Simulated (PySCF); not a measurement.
# Ga²⁺: dipole response in aug-cc-pV5Z-PP with ECP10

Aim: the static polarisability and the C₆ coefficient of Ga²⁺, method by method.

Program: PySCF 2.14.0. Level of theory: unrestricted determinants in a Gaussian basis, no spin-orbit coupling in the energies. These are calculated values, not measurements, unless marked.

### Step 1. The atom as given

* Element: gallium (Z = 31)
* Basis: aug-cc-pV5Z-PP with ECP10MDF (8s7p6d4f3g2h, 136 functions)
* Hamiltonian: scalar relativity through the core potential
* State 1: Ga²⁺: [Ar] 3d10 4s1, 2S determinant
* Methods: M06-L

The outer shells:

Ga2+ [Ar] 3d10 4s1
```
[Ar] core
3d [↑↓][↑↓][↑↓][↑↓][↑↓]
4s [↑ ]
```

One driver process ran all states and methods and kept the integrals in memory. Each run is shown as a PySCF script that sums up its settings (the driver passes frozen orbitals as a list and adds second-order terms of double hybrids); the logs are those of the runs themselves. The driver starts from symmetry-adapted Hartree-Fock orbitals, holds the occupation by maximum overlap and uses a logarithmic radial grid for functionals, so a plain start would take other cycles.

The integrals over 136 functions and the set-up took 18 s of CPU time.

### Step 2. Ga²⁺: M06-L

M06-L:

input.py reads:

```python
from pyscf import gto, scf, dft, mp, cc
import basis_set_exchange as bse
txt = bse.get_basis("aug-cc-pV5Z-PP", elements=["Ga"], fmt="nwchem", header=False)
cut = txt.index("\nECP")
mol = gto.M(atom="Ga 0 0 0", charge=2, spin=1, symmetry="D2h",
            basis=gto.basis.parse(txt[:cut]),
            ecp={"Ga": gto.basis.parse_ecp(txt[cut:])})
mf = dft.UKS(mol, xc="M06L")
mf.irrep_nelec = {'Ag': (4, 3), 'B1g': (1, 1), 'B2g': (1, 1), 'B3g': (1, 1), 'B1u': (1, 1), 'B2u': (1, 1), 'B3u': (1, 1)}
mf.kernel()
```

The log of the run:

```text
damping factor = 0
level_shift factor = 0
DIIS = <class 'pyscf.scf.diis.CDIIS'>
diis_start_cycle = 1
diis_space = 10
diis_damp = 0
SCF conv_tol = 1e-09
SCF conv_tol_grad = None
number electrons alpha = 10  beta = 9
XC functionals = M06L
    Y. Zhao and D. G. Truhlar.,  J. Chem. Phys. 125, 194101 (2006)
    Y. Zhao and D. G. Truhlar.,  J. Chem. Phys. 125, 194101 (2006)
    Y. Zhao and D. G. Truhlar.,  Theor. Chem. Acc. 120, 215 (2008)
cycle= 1 E= -258.53306987376  delta_E= -0.00925  |g|= 0.0762  |ddm|= 1.64
cycle= 2 E= -258.532336186596  delta_E= 0.000734  |g|= 0.112  |ddm|= 0.236
cycle= 3 E= -258.533964968198  delta_E= -0.00163  |g|= 0.00203  |ddm|= 0.14
cycle= 4 E= -258.533967579021  delta_E= -2.61e-06  |g|= 0.000759  |ddm|= 0.0278
cycle= 5 E= -258.533967667125  delta_E= -8.81e-08  |g|= 1.36e-05  |ddm|= 0.00184
cycle= 6 E= -258.533967667202  delta_E= -7.66e-11  |g|= 1.73e-06  |ddm|= 9.39e-05
converged SCF energy = -258.533967667202  <S^2> = 0.75061659  2S+1 = 2.0006165
```

It used 60 s of CPU time after the integrals (shared host).

The occupied shells:

| shell | electrons | mean orbital energy (eV) | spread (eV) | rms radius (bohr) |
| --- | --- | --- | --- | --- |
| 3s α | 1 | -173.20 | 0 | 0.701 |
| 3s β | 1 | -173.17 | 0 | 0.701 |
| 3p α | 3 | -122.68 | 0 | 0.738 |
| 3p β | 3 | -122.61 | 0 | 0.738 |
| 3d α | 5 | -39.785 | 0 | 0.897 |
| 3d β | 5 | -39.582 | 0 | 0.897 |
| 4s α | 1 | -26.328 | 0 | 2.19 |

⟨S²⟩ = 0.751, ⟨L²⟩ = 0.00.

The driver then solved the coupled dipole response at imaginary frequencies: mean α = 10.06 bohr³, C₆ = 30.75 au for a like pair.

Energies and moments cover only the electrons outside the core potential.

Radial density 4πr²ρ of Ga²⁺ at M06-L, the electrons outside the core potential:

| r (bohr) | density | spin density |
| --- | --- | --- |
| 0.00188 | 1.66e-05 | 0.000 |
| 0.00316 | 4.48e-05 | 0.000 |
| 0.00531 | 0.000116 | 0.000 |
| 0.00893 | 0.000284 | 0.000 |
| 0.0150 | 0.000649 | 0.000 |
| 0.0253 | 0.00147 | 0.000 |
| 0.0425 | 0.00548 | 0.000 |
| 0.0715 | 0.0495 | 0.000 |
| 0.120 | 0.489 | -0.001 |
| 0.202 | 3.33 | -0.005 |
| 0.340 | 14.7 | 0.037 |
| 0.572 | 26.7 | 0.054 |
| 0.962 | 11.6 | 0.050 |
| 1.62 | 2.10 | 0.614 |
| 2.72 | 0.359 | 0.296 |
| 4.58 | 0.00813 | 0.008 |
| 7.70 | 4.44e-05 | 0.000 |

### Step 3. Polarisabilities and C₆

Ga²⁺, in atomic units:

| method | mean α | C₆ (like pair) | S(−4) |
| --- | --- | --- | --- |
| M06-L | 10.06 | 30.75 | 83.94 |

α(iu) at M06-L:

| u (hartree) | α(iu) (bohr³) |
| --- | --- |
| 0 | 10.06 |
| 0.0500 | 9.856 |
| 0.100 | 9.295 |
| 0.200 | 7.637 |
| 0.300 | 6.005 |
| 0.500 | 3.833 |
| 0.750 | 2.507 |
| 1.00 | 1.835 |
| 1.50 | 1.177 |
| 2.00 | 0.8509 |
| 3.00 | 0.5206 |
| 5.00 | 0.2553 |

### Step 4. Summary of results

| quantity | value |
| --- | --- |
| α of Ga²⁺ | 10.06 (M06-L) bohr³ |

A single London oscillator with the computed α and C₆ of Ga²⁺ at M06-L would have ω = 4 C₆ / (3 α²) = 0.405 hartree. The basis is finite, and no extrapolation was made.
